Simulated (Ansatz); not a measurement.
## Molecular dynamics of KCl

input.yaml

```yaml
crystal:
  lattice:
    - [8.886554, 0.0, 0.0]
    - [0.0, 6.283743, 0.0]
    - [0.0, 0.0, 19.664916]
  atoms:
    - { symbol: K, position: [0.0, 0.0, 0.05085197] }
    - { symbol: Cl, position: [0.25, 0.0, 0.1499983] }
    - { symbol: K, position: [0.75, 0.5, 0.15048333] }
    - { symbol: Cl, position: [0.5, 0.5, 0.05085197] }
    - { symbol: K, position: [0.25, 0.5, 0.15048333] }
    - { symbol: Cl, position: [0.0, 0.5, 0.05085197] }
    - { symbol: K, position: [0.5, 0.0, 0.05085197] }
    - { symbol: Cl, position: [0.75, 0.0, 0.1499983] }
    - { symbol: K, position: [0.5, 0.0, 0.26240741] }
    - { symbol: Cl, position: [0.75, 0.0, 0.36263396] }
    - { symbol: K, position: [0.25, 0.5, 0.36060574] }
    - { symbol: Cl, position: [0.0, 0.5, 0.261856] }
    - { symbol: K, position: [0.75, 0.5, 0.36060574] }
    - { symbol: Cl, position: [0.5, 0.5, 0.261856] }
    - { symbol: K, position: [0.0, 0.0, 0.26240741] }
    - { symbol: Cl, position: [0.25, 0.0, 0.36263396] }
basis:
  ecutwfc: 420.0
kpoints:
  mp_grid: { grid: [1, 2, 1] }
hamiltonian:
  xc: lda
scf:
  occupations: { method: fermi_dirac, width: 0.05 }
  lower_state_search: "off"
md:
  timestep: 2
  n_steps: 160
  ensemble: nvt_langevin
  temperature: 500.0
  initial_velocities: maxwell_boltzmann
  seed: 231518
  friction: 0.02
  constraints: [{ sites: [0, 3, 5, 6] }]
```

Command:

```bash
$ ansatz run input.yaml --threads 1 --pin off --max-ram 3072MiB --backend cpu --events-out ev --progress --plain --runs-dir out
```

It starts from a relaxed structure.

Output, in part (step lines):

```
md step     0: t =     0.00 fs  T =   500.0 K  F+E_penalty+E_count = -20351.74097839 eV  E_kin = 0.775560 eV  (7 SCF iters)
md step     1: t =     2.00 fs  T =   453.4 K  F+E_penalty+E_count = -20351.73916322 eV  E_kin = 0.703268 eV  (6 SCF iters)
md step     2: t =     4.00 fs  T =   492.5 K  F+E_penalty+E_count = -20351.73388091 eV  E_kin = 0.764002 eV  (5 SCF iters)
md step     3: t =     6.00 fs  T =   555.4 K  F+E_penalty+E_count = -20351.72498693 eV  E_kin = 0.861543 eV  (6 SCF iters)
md step     4: t =     8.00 fs  T =   509.2 K  F+E_penalty+E_count = -20351.71275451 eV  E_kin = 0.789887 eV  (6 SCF iters)
md step     5: t =    10.00 fs  T =   560.3 K  F+E_penalty+E_count = -20351.69685538 eV  E_kin = 0.869158 eV  (5 SCF iters)
md step     6: t =    12.00 fs  T =   468.0 K  F+E_penalty+E_count = -20351.67787450 eV  E_kin = 0.725990 eV  (4 SCF iters)
md step     7: t =    14.00 fs  T =   463.8 K  F+E_penalty+E_count = -20351.65672462 eV  E_kin = 0.719379 eV  (4 SCF iters)
[... lines left out ...]
md step   159: t =   318.00 fs  T =   474.6 K  F+E_penalty+E_count = -20350.65005499 eV  E_kin = 0.736134 eV  (4 SCF iters)
md step   160: t =   320.00 fs  T =   463.8 K  F+E_penalty+E_count = -20350.65225587 eV  E_kin = 0.719471 eV  (6 SCF iters)
```

The steps, from the saved trajectory:

```tsv
time (fs)	T (K)	potential energy less start (eV)
0.0	500	0.000
10.0	560	0.044
20.0	374	0.162
30.0	445	0.325
40.0	337	0.467
50.0	356	0.499
60.0	392	0.521
70.0	496	0.540
80.0	553	0.553
90.0	457	0.560
100.0	446	0.612
110.0	562	0.707
120.0	394	0.828
130.0	444	0.865
140.0	521	0.785
150.0	667	0.695
160.0	462	0.677
170.0	565	0.648
180.0	476	0.621
190.0	474	0.629
200.0	371	0.648
210.0	523	0.668
220.0	545	0.691
230.0	612	0.740
240.0	530	0.803
250.0	487	0.839
260.0	434	0.852
270.0	592	0.847
280.0	519	0.863
290.0	563	0.934
300.0	543	1.032
310.0	591	1.077
320.0	464	1.089
```

All steps were run. A run of 0.32 ps of so small a system gives no equilibrium averages. Limits of this set-up: coarse k mesh, thin slab, slab without dipole correction.

Mean squared displacements from the first frame to the last: K 0.21 Å², Cl 0.24 Å².

Last frame:

```xyz
16
Lattice="8.8866 0.0000 0.0000 0.0000 6.2837 0.0000 0.0000 0.0000 19.6649" Properties=species:S:1:pos:R:3
K 0.000 0.000 1.000
Cl 2.148 -0.096 2.919
K 6.845 2.888 2.949
Cl 4.443 3.142 1.000
K 2.527 2.889 2.782
Cl 0.000 3.142 1.000
K 4.443 0.000 1.000
Cl 6.756 -0.631 3.019
K 4.894 0.223 5.567
Cl 7.210 0.601 7.614
K 2.163 2.381 7.174
Cl 0.246 2.947 4.853
K 6.824 3.603 6.824
Cl 4.387 3.052 5.278
K 0.278 -0.045 5.115
Cl 2.353 -0.598 6.963
```

Run time: 14 min on 1 thread of Intel(R) Xeon(R) Platinum 8375C CPU @ 2.90GHz (Ice Lake), with other jobs on the host, peak memory 1.2 GiB.
